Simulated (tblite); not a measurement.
# C6H11GeNO: the cost of one run

The runs use tblite 0.8.0 and PySCF 2.14.0, with density-fitted response routines of our own; the level of theory stands in each step. All values are computed, except where a source is named. Atoms count from 0, in the outputs and in this text.

## Step 1: The molecule as given

20 atoms, charge 0, multiplicity 1; geometry from: force field or distance geometry start.

Bonds of the start (Å): C0–C1 1.51, C1–O2 1.26, C1–N3 1.43, N3–C4 1.46, C4–C5 1.50, C5–C6 1.34, C6–C7 1.50, C7–Ge8 1.93, Ge8–C4 1.93, C0–H9 1.11, C0–H10 1.11, C0–H11 1.10, N3–H12 1.05, C4–H13 1.12, C5–H14 1.09, C6–H15 1.09, C7–H16 1.11, C7–H17 1.12, Ge8–H18 1.55, Ge8–H19 1.54.

## Step 2: Optimising the geometry with GFN2-xTB

The job: settings as JSON, then the geometry in Å.

```
{"job": {"kind": "relax", "xc": "GFN2-xTB", "basis": "xTB"}, "charge": 0, "multiplicity": 1}
C      3.378200    -0.301600     0.356600
C      2.084400    -0.555000    -0.376200
O      1.985000    -1.595600    -1.078100
N      0.993200     0.363500    -0.242200
C     -0.291300     0.127700    -0.889400
C     -1.154600     1.358100    -0.834800
C     -2.326900     1.297900    -0.198700
C     -2.738800     0.004600     0.433700
Ge    -1.299600    -1.223600     0.043200
H      3.744200     0.709300     0.096900
H      3.189000    -0.348600     1.450300
H      4.132500    -1.057100     0.083700
H      1.120300     1.205900     0.373700
H     -0.134400    -0.160400    -1.961200
H     -0.826500     2.292900    -1.294400
H     -2.972300     2.168700    -0.119500
H     -2.860400     0.125000     1.529400
H     -3.690300    -0.367000    -0.028000
H     -0.585100    -1.680500     1.340000
H     -1.751700    -2.353600    -0.905000
```

On the command line:

```bash
OMP_NUM_THREADS=1 python probes_run.py task.json out
```

One launch serves the whole session: the jobs run in the order shown.

Q: Estimate the wall time and peak memory of this first job on 1 thread of Arm Neoverse N1, shared host.

About 1.6 s, with a peak of 0.18 GiB.
